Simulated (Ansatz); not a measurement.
# RuF (sextet): wave-function methods side by side, def2-TZVPP

One table from this session's results is given with a row withheld; the runs are named, their logs left out.

Program: Ansatz 0.2.0, Gaussian basis. Level of theory: def2-TZVPP, core rule «outside noble gas», up to 5 orbitals frozen. These are calculated values, not measurements.

To be run: UHF; CCSD(T) on ROHF; CCSD(T) on UHF; CCSDT(Q) on ROHF; CCSDT(Q) on UHF; CASSCF and NEVPT2, 15 electrons in 10 orbitals.

11 further runs of the same task are left out: 6 for a known fault of the program, 5 set aside as unsound or not needed.

### What is computed

The geometry is a PBE0/def2-TZVP stationary point (not a proven minimum) of the parent state, kept for this charge and spin. No spin-orbit coupling is included. Elements past krypton take def2 core potentials.

2 atoms, charge 0, spin multiplicity 6.

Atoms are counted from 1 here; the program's logs count them from 0.

Bond lengths: Ru1–F2 1.896 Å.

The first run:

Contents of in.yaml:

```yaml
crystal:
  periodic: [false, false, false]
  atoms:
    - {symbol: Ru, position_ang: [0.000000, 0.000000, 0.000000]}
    - {symbol: F, position_ang: [0.000000, 0.000000, 1.895800]}
basis:
  gaussian: {orbitals: def2-TZVPP}
magnetization: {spin_polarized: true, initial_magnetization: 5}
hamiltonian: {xc: hf}
output: {orbitals: {seedname: orbitals}}
```

The run is started by

```sh
ansatz run in.yaml --threads 1 --pin off --events-out ev --progress --plain --max-ram 4096MiB --backend cpu
```

Steps of the session up to this table: UHF; CCSD(T) on ROHF; CCSD(T) on UHF; CCSDT(Q) on ROHF; CCSDT(Q) on UHF; CASSCF and NEVPT2, 15 electrons in 10 orbitals.

One table of the session follows, with a row left open; its other results are not shown here.

```
        method  from RCCSDT(Q) (kJ/mol)
          ROHF                  +1167.4
           UHF                  +1153.5
          RMP2                    +50.5
          UMP2                    +40.8
         RCCSD                    +40.1
         UCCSD                    +31.9
      RCCSD(T)                        ?
      UCCSD(T)                     -6.0
        RCCSDT                     +0.2
        UCCSDT                     -7.9
     RCCSDT(Q)                        0
     UCCSDT(Q)                     -9.5
CASSCF valence                  +1164.2
NEVPT2 valence                   +192.5
```

**Question.** Estimate the row for RCCSD(T).

The run gave: from RCCSDT(Q) (kJ/mol): +2.1. In the column «from RCCSDT(Q) (kJ/mol)» it lies between RCCSDT (+0.2) and UCCSD (+31.9).

To keep in mind: Restricted and unrestricted rows rest on different reference determinants; where their highest levels disagree by more than a few hundredths of an eV, they describe different states and don't form one ladder.
